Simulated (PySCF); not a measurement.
# C2H6N2SSi: the cost of one run

Programs: PySCF 2.14.0, with density-fitted response routines of our own. Each step states its level of theory. These are calculated values for one molecule in the gas phase, unless marked as measured. Atoms are numbered from 0 throughout.

## 1. Starting geometry

12 atoms, charge 0, multiplicity 1; geometry from: GFN2-xTB. The atoms were then displaced at random by about 0.01 Å, so the start is not that level's minimum.

Bonds of the start (Å): N0–C1 1.17, C1–C2 1.43, C2–Si3 1.96, Si3–N4 1.69, Si3–S5 2.15, C2–H6 1.10, C2–H7 1.07, Si3–H8 1.43, N4–H9 1.01, N4–H10 1.01, S5–H11 1.33.

## 2. Geometry optimisation at PBE0-D3(BJ)/def2-SVP

What the job is given:

```
{"job": {"xc": "PBE0", "basis": "def2-SVP", "d3": "d3bj", "grid": 1, "shake": 0.01, "kind": "geom"}, "charge": 0, "multiplicity": 1}
N     -1.423090    -2.683700     0.051520
C     -1.427920    -1.518190     0.038330
C     -1.346240    -0.093910     0.010570
Si     0.452010     0.391860    -0.612840
N      1.495780    -0.398690     0.459050
S      0.765660     2.507310    -0.396110
H     -1.490040     0.284540     1.028210
H     -2.084280     0.315370    -0.640250
H      0.512590     0.175810    -2.029020
H      2.474780    -0.153020     0.480950
H      1.367510    -1.378470     0.663860
H      0.742950     2.522830     0.936700
```

The run is started by

```sh
$ OMP_NUM_THREADS=1 python probes_run.py task.json out
```

The driver reads the jobs from task.json and runs them one after another.

**Question.** How long does this first job take on 1 thread of Arm Neoverse V1, shared host, and how much memory does it need?

About 55 s, with a peak of 0.57 GiB.
